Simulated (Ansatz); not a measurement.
# C2H4SSi: the cost of one run

Computed with Ansatz 0.2.0, Gaussian basis. Level: the settings change from run to run.

### Step 1. The molecule

The structure was relaxed beforehand with PBE0-D4 in a triple-zeta def2 set.

SMILES `[SiH3]C1=CS1`, 8 atoms, charge 0, spin multiplicity 1.

Atoms are counted from 1 here; the program's logs count them from 0.

Bond lengths: Si1–C2 1.833 Å, Si1–H5 1.484 Å, Si1–H6 1.483 Å, Si1–H7 1.483 Å, C2–C3 1.281 Å, C2–S4 1.900 Å, C3–S4 1.787 Å, C3–H8 1.077 Å. Angles: C2–Si1–H5 108.7°, C2–Si1–H6 108.5°, C2–Si1–H7 108.5°, H5–Si1–H6 110.6°, H5–Si1–H7 110.6°, H6–Si1–H7 109.7°, Si1–C2–C3 159.5°, Si1–C2–S4 135.6°, C3–C2–S4 65.0°, C2–C3–S4 74.5°, C2–C3–H8 147.9°, S4–C3–H8 137.6°, C2–S4–C3 40.5°.

### Step 2. r2SCANh/x2c-TZVPPall

Options: charge -1, multiplicity 2, restricted open-shell orbitals, high accuracy.

Input file in.yaml:

```yaml
crystal:
  periodic: [false, false, false]
  atoms:
    - {symbol: Si, position_ang: [0.040621, 1.231386, -0.370621]}
    - {symbol: C, position_ang: [0.053478, -0.513184, 0.190672]}
    - {symbol: C, position_ang: [-0.276919, -1.747834, 0.278698]}
    - {symbol: S, position_ang: [1.067654, -1.530706, 1.434819]}
    - {symbol: H, position_ang: [-1.023836, 1.396112, -1.391630]}
    - {symbol: H, position_ang: [-0.220306, 2.102029, 0.801190]}
    - {symbol: H, position_ang: [1.369682, 1.551798, -0.945235]}
    - {symbol: H, position_ang: [-0.918274, -2.546701, -0.053692]}
basis:
  gaussian: {orbitals: x2c-TZVPPall}
total_charge: -1
magnetization: {spin_polarized: false, initial_magnetization: 1}
hamiltonian: {xc: {name: r2SCANh}}
accuracy: high
output: {forces: true}
```

Launch:

```sh
$ ansatz run in.yaml --threads 2 --pin off --events-out ev --progress --plain --max-ram 4352MiB
```

Q: Estimate wall time and peak memory on 2 threads of Arm Neoverse V1, shared host.

About 91 s, with a peak of 1.4 GiB.
